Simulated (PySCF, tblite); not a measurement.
# C6H10GeN2: geometry, infrared bands and NMR shifts

Aim: predict the infrared bands and NMR shifts of C6H10GeN2 (`C#C[C@H](C#N)[CH2][GeH2][NH]C`).

The runs use tblite 0.8.0 and PySCF 2.14.0, with density-fitted response routines of our own; the level of theory stands in each step. All values are computed, except where a source is named. Atoms are numbered from 0 throughout.

## Step 1: Starting geometry

19 atoms, charge 0, multiplicity 1; geometry from: force field or distance geometry start.

Bonds of the start (Å): C0–C1 1.23, C1–C2 1.44, C2–C3 1.48, C3–N4 1.14, C2–C5 1.51, C5–Ge6 1.91, Ge6–N7 1.86, N7–C8 1.46, C0–H9 1.05, C2–H10 1.12, C5–H11 1.13, C5–H12 1.11, Ge6–H13 1.57, Ge6–H14 1.56, N7–H15 1.02, C8–H16 1.12, C8–H17 1.11, C8–H18 1.12.

## Step 2: Geometry optimisation with GFN2-xTB

What the job is given:

```
{"job": {"kind": "relax", "xc": "GFN2-xTB", "basis": "xTB"}, "charge": 0, "multiplicity": 1}
C      3.625500    -0.467700     0.345700
C      2.657100    -0.017800    -0.267700
C      1.525200     0.500900    -0.999100
C      1.254600     1.909400    -0.648500
N      1.037000     2.989300    -0.363500
C      0.298000    -0.366700    -0.881000
Ge    -0.360300    -0.621700     0.890500
N     -1.741600     0.509400     1.396800
C     -2.965900    -0.194700     1.013400
H      4.449200    -0.863700     0.864500
H      1.803100     0.495600    -2.087600
H      0.607800    -1.379000    -1.274200
H     -0.486900     0.018000    -1.562700
H     -0.957500    -2.075600     0.934200
H      0.807600    -0.613400     1.920600
H     -1.722500     1.443200     0.990500
H     -2.791800    -0.764800     0.066600
H     -3.841200     0.471500     0.894500
H     -3.207200    -0.962900     1.789900
```

Command:

```
> OMP_NUM_THREADS=1 python probes_run.py task.json out
```

One launch serves the whole session: the jobs run in the order shown.

**Question.** This job is followed by: GFN2-xTB harmonic vibrations, gas phase; GIAO PBE0/pcSseg-1 NMR shielding, non-relativistic, gas phase. Predict these results of the whole session: strongest single infrared mode (GFN2-xTB); zero-point energy (GFN2-xTB); 13C shifts against TMS (PBE0/pcSseg-1); 1H shifts against TMS (PBE0/pcSseg-1, means over atoms taken as alike); 15N shifts against NH3 (PBE0/pcSseg-1); 73Ge shifts against GeMe4 (PBE0/pcSseg-1).

As calculated:

| quantity | value |
| --- | --- |
| strongest single infrared mode (GFN2-xTB) | 2025 cm⁻¹, 452 km/mol |
| zero-point energy (GFN2-xTB) | 87.2 kcal/mol |
| 13C shifts against TMS (PBE0/pcSseg-1) | 124.6, 82.8, 81.7, 35.9, 22.9, 19.4 ppm |
| 1H shifts against TMS (PBE0/pcSseg-1, means over atoms taken as alike) | 4.92, 4.40, 3.82, 2.98, 1.86, 1.57, 0.98, 0.29 ppm |
| 15N shifts against NH3 (PBE0/pcSseg-1) | 297.2, 19.7 ppm |
| 73Ge shifts against GeMe4 (PBE0/pcSseg-1) | -71 ppm |

**Reading.** The optimisation took 226 steps and gained 0.714 eV; among the close pairs (by a distance rule), C5–Ge6 changed most, from 1.907 to 2.013 Å. No mode is imaginary among the 51: a minimum at this level. The strongest single mode, at 2025 cm⁻¹, moves mainly H14. Unscaled tight-binding wavenumbers are off by several per cent, some by more. Its intensities can rank the bands wrongly. The most deshielded carbon is C3 (nitrile carbon), at 124.6 ppm: this is the usual window of a C≡N carbon, which has no attached hydrogen. At PBE0/pcSseg-1: The largest span, 474 ppm, is at N4, where the paramagnetic term is -369 ppm. Spin-orbit coupling is left out, which matters for shieldings and couplings at and beside the heavy atoms.
